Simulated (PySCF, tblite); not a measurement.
# C6H16BPSi: geometry, infrared bands and NMR shifts

What infrared bands and NMR shifts should C6H16BPSi (`[BH3-][P@@+]1(C(C)(C)C)C=C1[SiH3]`) show?

The runs use tblite 0.8.0 and PySCF 2.14.0, with density-fitted response routines of our own; the level of theory stands in each step. All values are computed, except where a source is named. Atoms are numbered from 0 throughout.

**1. The molecule as given**

25 atoms, charge 0, multiplicity 1; geometry from: force field or distance geometry start.

Bonds of the start (Å): B0–P1 1.89, P1–C2 1.77, C2–C3 1.55, C2–C4 1.50, C2–C5 1.53, P1–C6 1.80, C6–C7 1.34, C7–Si8 1.86, C7–P1 1.79, B0–H9 1.19, B0–H10 1.18, B0–H11 1.19, C3–H12 1.09, C3–H13 1.12, C3–H14 1.12, C4–H15 1.13, C4–H16 1.12, C4–H17 1.09, C5–H18 1.09, C5–H19 1.12, C5–H20 1.10, C6–H21 1.09, Si8–H22 1.50, Si8–H23 1.47, Si8–H24 1.48.

**2. Relaxing the molecule with GFN2-xTB**

The job: settings as JSON, then the geometry in Å.

```
{"job": {"kind": "relax", "xc": "GFN2-xTB", "basis": "xTB"}, "charge": 0, "multiplicity": 1}
B      0.889000     2.305700     0.492300
P      0.469200     0.547000    -0.049600
C     -1.140900    -0.139100     0.237600
C     -2.122200     1.053900     0.104800
C     -1.382300    -0.735100     1.596300
C     -1.607700    -1.135100    -0.821000
C      1.295300     0.018000    -1.553900
C      1.882700    -0.469300    -0.450700
Si     3.264200    -1.535100     0.187000
H      0.064300     2.657800     1.270700
H      1.980900     2.335700     0.949400
H      0.802500     2.984300    -0.476000
H     -3.173200     0.756800     0.170600
H     -1.841600     1.798900     0.894800
H     -1.855800     1.529400    -0.868300
H     -2.451500    -1.097300     1.642200
H     -1.296900     0.043100     2.402200
H     -0.731400    -1.570300     1.859100
H     -1.045900    -0.992400    -1.748100
H     -2.692700    -0.986400    -1.033100
H     -1.525600    -2.162800    -0.448400
H      1.250600     0.106900    -2.638300
H      4.259600    -0.606300     0.824400
H      2.723700    -2.486600     1.169700
H      3.974900    -2.197500    -0.926100
```

Command:

```console
> OMP_NUM_THREADS=1 python probes_run.py task.json out
```

The driver reads the jobs from task.json and runs them one after another.

**Question.** This job is followed by: GFN2-xTB harmonic vibrations, gas phase; GIAO PBE0/pcSseg-1 NMR shielding, non-relativistic, gas phase. Predict these results of the whole session: strongest single infrared mode (GFN2-xTB); zero-point energy (GFN2-xTB); ¹³C shifts against TMS (PBE0/pcSseg-1, means over atoms taken as alike); ¹H shifts against TMS (PBE0/pcSseg-1, means over atoms taken as alike); ¹¹B shifts against BF3·OEt2 (PBE0/pcSseg-1); ³¹P shifts against H3PO4 (PBE0/pcSseg-1); ²⁹Si shifts against TMS (PBE0/pcSseg-1).

**Answer**, as computed:

| quantity | value |
| --- | --- |
| strongest single infrared mode (GFN2-xTB) | 766 cm⁻¹, 322 km/mol |
| zero-point energy (GFN2-xTB) | 122.0 kcal/mol |
| ¹³C shifts against TMS (PBE0/pcSseg-1, means over atoms taken as alike) | 161.9, 149.6, 39.9, 29.5 ppm |
| ¹H shifts against TMS (PBE0/pcSseg-1, means over atoms taken as alike) | 9.56, 4.62, 1.06, 1.01 ppm |
| ¹¹B shifts against BF3·OEt2 (PBE0/pcSseg-1) | -48.1 ppm |
| ³¹P shifts against H3PO4 (PBE0/pcSseg-1) | -130.5 ppm |
| ²⁹Si shifts against TMS (PBE0/pcSseg-1) | -83.8 ppm |

What this shows: Relaxing lowered the energy by 0.899 eV in 123 steps; the close pair that moved most is P1–C2, from 1.774 to 1.891 Å. No mode is imaginary among the 69: a minimum at this level. The strongest single mode, at 766 cm⁻¹, is spread over many atoms; the largest shares are those of H24, H22. GFN2-xTB is a fitted tight-binding method: band positions and strengths are rough. Its intensities can rank the bands wrongly. At PBE0/pcSseg-1: The widest tensor belongs to P1: span 769 ppm, with a paramagnetic part of -520 ppm.
